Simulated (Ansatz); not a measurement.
# LiPb: the cost of one run

Computed with Ansatz 0.2.0 (DFT PBEsol, with the methods named in each step, unless a step's input says otherwise).

2 further runs of the same task are left out: 2 that didn't finish. Runs told in other sessions of the task aren't counted.

## Step 1: Starting point

It takes space group Pm-3m (No. 221, cubic). The conventional cell has a = 3.522 Å, b = 3.522 Å, c = 3.522 Å, α = 90.00°, β = 90.00°, γ = 90.00°. Li (site symmetry m-3m) is surrounded by 8 Pb at 3.05 Å. Around Pb (site symmetry m-3m) lie 8 Li at 3.05 Å.

Structure file:

```xyz
2
Lattice="3.5220 0.0000 0.0000 0.0000 3.5220 0.0000 0.0000 0.0000 3.5220" Properties=species:S:1:pos:R:3 pbc="T T T"
Li    1.7610    1.7610    1.7610
Pb    0.0000    0.0000    0.0000
```

Atoms are numbered in the order of the input: Li1, Pb2.

## Step 2: Shortest bond scaled by 1, PAW

Contents of input.yaml:

```yaml
crystal:
  lattice:
    - [3.522, 0.0, 0.0]
    - [0.0, 3.522, 0.0]
    - [0.0, 0.0, 3.522]
  atoms:
    - { symbol: Li, position: [0.5, 0.5, 0.5] }
    - { symbol: Pb, position: [0.0, 0.0, 0.0] }
kpoints:
  mp_grid: { grid: [9, 9, 9] }
scf:
  occupations: { method: fermi_dirac, width: 0.05 }
hamiltonian:
  xc: pbesol
  pseudopotentials: { kind: paw }
output:
  forces: true
  stress: true
  eigenvalues: true
  populations: true
```

Command:

```console
ansatz run input.yaml --threads 1 --pin off --max-ram 2048MiB --backend cpu --events-out ev --progress --plain --runs-dir out
```

What time and memory should one allow on 1 thread of Arm Neoverse V1, shared host?

About 2.1 s, with a peak of 0.29 GiB.
